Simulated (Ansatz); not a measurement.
# BiTe3: the cost of one run

Method: DFT PBE, scalar-relativistic, plane waves, PAW, in Ansatz 0.2.0.

### 1 The system as given

Symmetry: P-6m2, No. 187, hexagonal system. The conventional cell has a = 4.661 Å, b = 4.661 Å, c = 8.659 Å, α = 90.00°, β = 90.00°, γ = 120.00°. Around Bi (site symmetry -6m2) lie 5 Te at 2.69 to 2.79 Å. Around Te (site symmetry -6m2) lie 3 Bi at 2.69 Å. Te (site symmetry 3m) has 1 Bi at 2.79 Å and 1 Te at 3.08 Å as nearest neighbours.

As a file:

```
CELL_PARAMETERS angstrom
4.66055 0.00000 0.00000
-2.33027 4.03615 0.00000
0.00000 0.00000 8.65916
ATOMIC_POSITIONS crystal
Bi 0.66667 0.33333 0.00000
Te 0.00000 0.00000 0.00000
Te 0.66667 0.33333 0.67796
Te 0.66667 0.33333 0.32204
```

The cell is invented: random cell by space group and Wyckoff sites (P-6m2, No. 187). The dimensions are guesses.

### 2 A first look at the guess

The input, input.yaml:

```yaml
crystal:
  lattice:
    - [4.66054758, 0.0, 0.0]
    - [-2.33027379, 4.0361526, 0.0]
    - [0.0, 0.0, 8.65916412]
  atoms:
    - { symbol: Bi, position: [0.66666667, 0.33333333, 0.0] }
    - { symbol: Te, position: [0.0, 0.0, 0.0] }
    - { symbol: Te, position: [0.66666667, 0.33333333, 0.67795567] }
    - { symbol: Te, position: [0.66666667, 0.33333333, 0.32204433] }
basis:
  ecutwfc: 420
kpoints:
  mp_grid: { grid: [6, 6, 2] }
hamiltonian:
  xc: pbe
scf:
  occupations: { method: gaussian, width: 0.1 }
  lower_state_search: "off"
output:
  forces: true
  stress: true
  eigenvalues: true
```

Launch:

```
ansatz run input.yaml --threads 1 --pin off --max-ram 2560MiB --backend cpu --events-out ev --progress --plain --runs-dir out
```

**Question.** How long does this run take on 1 thread of Intel Xeon Platinum 8488C (Sapphire Rapids), shared host, and how much memory does it need?

About 4.5 s, with a peak of 0.43 GiB.
